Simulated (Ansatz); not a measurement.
# WCl+ (septet): wave-function methods side by side, def2-SVP

The task here is to estimate one member of a computed series from the others.

Method: def2-SVP, core rule «outside noble gas», up to 9 orbitals frozen; program: Ansatz 0.2.0, Gaussian basis.

To be run: UHF; CCSD(T) on ROHF; CCSD(T) on UHF; CISD as a restricted active space (open shells left free, so some higher excitations enter); CCSDT(Q) on ROHF; CCSDT(Q) on UHF.

12 further runs of the same task are left out: 2 for a known fault of the program, 1 that didn't finish, 9 set aside as unsound or not needed. Runs told in other sessions of the task aren't counted.

**The geometry**

The geometry is a PBE0/def2-TZVP stationary point (not a proven minimum) of the parent state, kept for this charge and spin. No spin-orbit coupling is included. Elements past krypton take def2 core potentials.

2 atoms, charge 1, spin multiplicity 7.

Atoms are counted from 1 here; the program's logs count them from 0.

Bond lengths: W1–Cl2 2.275 Å.

The first run:

Contents of in.yaml:

```yaml
crystal:
  periodic: [false, false, false]
  atoms:
    - {symbol: W, position_ang: [0.000000, 0.000000, 0.000000]}
    - {symbol: Cl, position_ang: [0.000000, 0.000000, 2.275000]}
basis:
  gaussian: {orbitals: def2-SVP}
total_charge: 1
magnetization: {spin_polarized: true, initial_magnetization: 6}
hamiltonian: {xc: hf}
output: {orbitals: {seedname: orbitals}}
```

Command:

```bash
ansatz run in.yaml --threads 1 --pin off --events-out ev --progress --plain --max-ram 2393MiB
```

Among the steps run: UHF; CCSD(T) on ROHF; CCSD(T) on UHF; CISD as a restricted active space (open shells left free, so some higher excitations enter); CCSDT(Q) on ROHF; CCSDT(Q) on UHF.

One table of the session follows, with a row left open; its other results are not shown here.

It belongs to the step «Misses and costs». 

| method | from RCCSDT(Q) (meV) |
| --- | --- |
| ROHF | +5276.3 |
| UHF | +5033.7 |
| RMP2 | +726.7 |
| UMP2 | +634.6 |
| RCCSD | +100.5 |
| UCCSD | -7.5 |
| RCCSD(T) | +20.2 |
| UCCSD(T) | -85.0 |
| RCCSDT | +6.1 |
| UCCSDT | -98.8 |
| RCCSDT(Q) | 0 |
| UCCSDT(Q) | ? |

Q: Estimate the row for UCCSDT(Q) from the others.

**Answer.** from RCCSDT(Q) (meV): -104.9. In the column «from RCCSDT(Q) (meV)» it is the lowest.

Not comparable, so not listed: CISD as a restricted active space (open shells left free, so some higher excitations enter) (they don't share determinant, frozen orbitals or solution with the rows shown, or repeat one).

Limits of these values: Restricted and unrestricted rows rest on different reference determinants; a gap between their highest levels can come from leftover correlation error, from unlike frozen cores or from another state.
